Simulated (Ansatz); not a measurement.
# KPtBr3 (element-swapped structure): how the settings move a single-point run

Aim: see which settings change the result for KPtBr3 (element-swapped structure), by how much, and at what cost.

Method: reference: DFT r2SCAN, plane waves, PAW, scalar-relativistic, no spin polarisation, in Ansatz 0.2.0.

## Step 1: The starting structure

The structure is hexagonal, space group P6_3/mmc (No. 194). The conventional cell has a = 7.316 Å, b = 7.316 Å, c = 6.249 Å, α = 90.00°, β = 90.00°, γ = 120.00°. Around Pt (site symmetry -3m) lie 6 Br at 2.53 Å. K (site symmetry -6m2) is surrounded by 12 Br at 3.66 to 3.84 Å. Around Br (site symmetry mm2) lie 2 Pt at 2.53 Å and 2 K at 3.66 Å.

Coordinates:

```xyz
10
Lattice="3.6582 6.3361 0.0000 -3.6582 6.3361 0.0000 0.0000 0.0000 6.2493" Properties=species:S:1:pos:R:3 pbc="T T T"
Pt    0.0000    0.0000    0.0000
Pt    0.0000    0.0000    3.1246
K    -0.0004    4.2243    4.6869
K    -0.0004    8.4479    1.5623
Br   -1.9352    5.3413    1.5623
Br   -1.9352    7.3309    4.6869
Br    0.0000    1.9895    1.5623
Br    1.9352    7.3309    4.6869
Br    1.9352    5.3413    1.5623
Br    0.0000   10.6827    4.6869
```

## Step 2: Reference

input.yaml

```yaml
crystal:
  lattice:
    - [3.658156, 6.336109, 0.0]
    - [-3.658156, 6.336109, 0.0]
    - [0.0, 0.0, 6.249265]
  atoms:
    - { symbol: Pt, position: [0.0, 0.0, 0.0] }
    - { symbol: Pt, position: [0.0, 0.0, 0.5] }
    - { symbol: K, position: [0.3333, 0.3334, 0.75] }
    - { symbol: K, position: [0.6666, 0.6667, 0.25] }
    - { symbol: Br, position: [0.157, 0.686, 0.25] }
    - { symbol: Br, position: [0.314, 0.843, 0.75] }
    - { symbol: Br, position: [0.157, 0.157, 0.25] }
    - { symbol: Br, position: [0.843, 0.314, 0.75] }
    - { symbol: Br, position: [0.686, 0.157, 0.25] }
    - { symbol: Br, position: [0.843, 0.843, 0.75] }
  symmetry: { tolerance: 0.0003 }
kpoints:
  mp_grid: { grid: [3, 3, 3], shift: [0, 0, 0] }
magnetization:
  spin_polarized: false
scf:
  occupations: { method: fermi_dirac }
hamiltonian:
  pseudopotentials: { kind: paw }
  xc: r2scan
basis:
  ecutwfc: 500
output:
  forces: true
  stress: true
  eigenvalues: true
```

Run with:

```sh
ansatz run input.yaml --threads 1 --pin off --max-ram 2560MiB --backend cpu --events-out ev --progress --plain --runs-dir out
```

## Step 3: Changing settings: occupations.width 0.15, xc rpbe

Changes to input.yaml since step 2:

```diff
@@ -22,6 +22,6 @@
 scf:
-  occupations: { method: fermi_dirac }
+  occupations: { method: fermi_dirac, width: 0.15 }
 hamiltonian:
   pseudopotentials: { kind: paw }
-  xc: r2scan
+  xc: rpbe
 basis:
@@ -32 +32,5 @@
   eigenvalues: true
+  write_density: true
+  write_potential: true
+  elf: true
+  volumetric_format: npy
```

## Step 4: Changed: symmetry.detect false, hubbard.sites [{species: Pt, l: d, u_eff: 2.0}], hubbard.double_counting fll, tolerance left out

Changes to input.yaml since step 2:

```diff
@@ -16,3 +16,3 @@
     - { symbol: Br, position: [0.843, 0.843, 0.75] }
-  symmetry: { tolerance: 0.0003 }
+  symmetry: { detect: false }
 kpoints:
@@ -26,2 +26,3 @@
   xc: r2scan
+  hubbard: { sites: [{ species: Pt, l: d, u_eff: 2.0 }], double_counting: fll }
 basis:
```

## Step 5: Changed: mp_grid.grid [4, 4, 4], occupations.method cold, occupations.width 0.3

Changes to input.yaml since step 2:

```diff
@@ -18,3 +18,3 @@
 kpoints:
-  mp_grid: { grid: [3, 3, 3], shift: [0, 0, 0] }
+  mp_grid: { grid: [4, 4, 4], shift: [0, 0, 0] }
 magnetization:
@@ -22,3 +22,3 @@
 scf:
-  occupations: { method: fermi_dirac }
+  occupations: { method: cold, width: 0.3 }
 hamiltonian:
@@ -32 +32,5 @@
   eigenvalues: true
+  write_density: true
+  write_potential: true
+  elf: true
+  volumetric_format: npy
```

## Step 6: The same system, input altered

Changes to input.yaml since step 2:

```diff
@@ -23,2 +23,3 @@
   occupations: { method: fermi_dirac }
+  max_iter: 60
 hamiltonian:
@@ -26,2 +27,3 @@
   xc: r2scan
+  hubbard: { sites: [{ species: Br, l: f, u_eff: 30.0 }] }
 basis:
```

(Steps that only read results are left out.)

What does the calculation give? Wanted: for each run, ending; energy change; pressure; gap; force.

The runs gave:

```csv
run,ending,energy change,pressure (GPa),gap (eV),force (eV/Å),cycles,time
reference,converged,0,5.2,0.06,1.80,8,13 s
"1: occupations.width 0.15, xc rpbe",converged,not comparable,8.2,0.04,2.02,8,7.2 s
"2: symmetry.detect false, hubbard.sites [{species: Pt, l: d, u_eff: 2.0}], hubbard.double_counting fll, tolerance left out",converged,+161.7 meV/atom (U changed: no physical gain or loss),5.1,0.05,1.82,13,42 s
"3: mp_grid.grid [4, 4, 4], occupations.method cold, occupations.width 0.3",converged,+0.7 meV/atom (σ→0),5.0,0.00,1.81,8,20 s
"4: hubbard.sites [{species: Br, l: f, u_eff: 30.0}]",refused,-,-,-,-,-,0.25 s
```

Times don't compare one to one where runs were asked for different outputs or read a saved state (see the inputs); cycles may leave out searches for a lower state.

Residual by cycle in the longest SCF loop of each run; runs are numbered as in the table. The quantity is the density residual dr2, in eV.

```csv
cycle,reference,run 1,run 2,run 3
1,0.0695,0.0856,4.97,0.0787
2,0.0368,0.0245,0.737,0.0453
3,0.0144,0.0192,0.0794,0.0179
4,0.0051,0.00343,0.0252,0.00701
5,9.7e-4,2.7e-4,0.00558,0.00132
6,6.1e-5,2.1e-5,6.2e-4,7.9e-5
8,4.2e-8,4.8e-8,6.8e-6,4.8e-8
9,-,-,1.7e-6,-
10,-,-,6.3e-7,-
11,-,-,3.9e-7,-
12,-,-,1.3e-7,-
13,-,-,6.9e-8,-
```

**Reading.** «mp_grid.grid [4, 4, 4], occupations.method cold, occupations.width 0.3» moves the energy by +0.7 meV/atom. A changed U is a change of model: its shifts are not errors of convergence. The gap of the reference lacks spin-orbit coupling, though the cell holds Pt. 1 of the 4 altered inputs did not end normally.

The reference is no final answer either: it is run without spin, though an odd electron count or open d shells could carry moments; its mesh is coarse for a cell with so small a gap or none; the cell is far from equilibrium (5 GPa, forces up to 1.8 eV/Å), so its values aren't those of the relaxed material; the structure is made up and not relaxed.
